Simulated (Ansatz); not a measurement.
# BaBi: the cost of one run

Computed with Ansatz 0.2.0 (DFT PBE, scalar-relativistic, plane waves, PAW, unless a step's input says otherwise).

### Step 1. The starting structure

Symmetry: Pm-3m, No. 221, cubic system. Conventional cell: a = 4.126 Å, b = 4.126 Å, c = 4.126 Å, α = 90.00°, β = 90.00°, γ = 90.00°. Around Ba (site symmetry m-3m) lie 8 Bi at 3.57 Å. Bi (site symmetry m-3m) has 8 Ba at 3.57 Å as nearest neighbours.

As a file:

```xyz
2
Lattice="4.1264 0.0000 0.0000 0.0000 4.1264 0.0000 0.0000 0.0000 4.1264" Properties=species:S:1:pos:R:3 pbc="T T T"
Ba    0.0000    0.0000    0.0000
Bi    2.0632    2.0632    2.0632
```

This is candidate A: caesium chloride type (Pm-3m, No. 221).

(A quick probe on a coarse mesh, which set the mesh and smearing, is not shown.)

### Step 3. Rough relaxation on the coarse mesh (candidate A)

input.yaml reads:

```yaml
crystal:
  lattice:
    - [4.1263587335, 0.0, 0.0]
    - [0.0, 4.1263587335, 0.0]
    - [0.0, 0.0, 4.1263587335]
  atoms:
    - { symbol: Ba, position: [0.0, 0.0, 0.0] }
    - { symbol: Bi, position: [0.5, 0.5, 0.5] }
basis:
  ecutwfc: 420
kpoints:
  mp_grid: { grid: [4, 4, 4] }
hamiltonian:
  xc: pbe
scf:
  occupations: { method: gaussian, width: 0.1 }
  lower_state_search: "off"
output:
  forces: true
  stress: true
  eigenvalues: true
relax:
  adjacent_minimum: "off"
  f_tol: 0.04
  max_steps: 70
  cell: { stress_tol: 0.4 }
```

Launch:

```console
ansatz run input.yaml --threads 1 --pin off --max-ram 2560MiB --backend cpu --events-out ev --progress --plain --runs-dir out
```

**Question.** How long does this run take on 1 thread of Arm Neoverse V2, shared host, and how much memory does it need?

About 3.2 s, with a peak of 0.31 GiB.
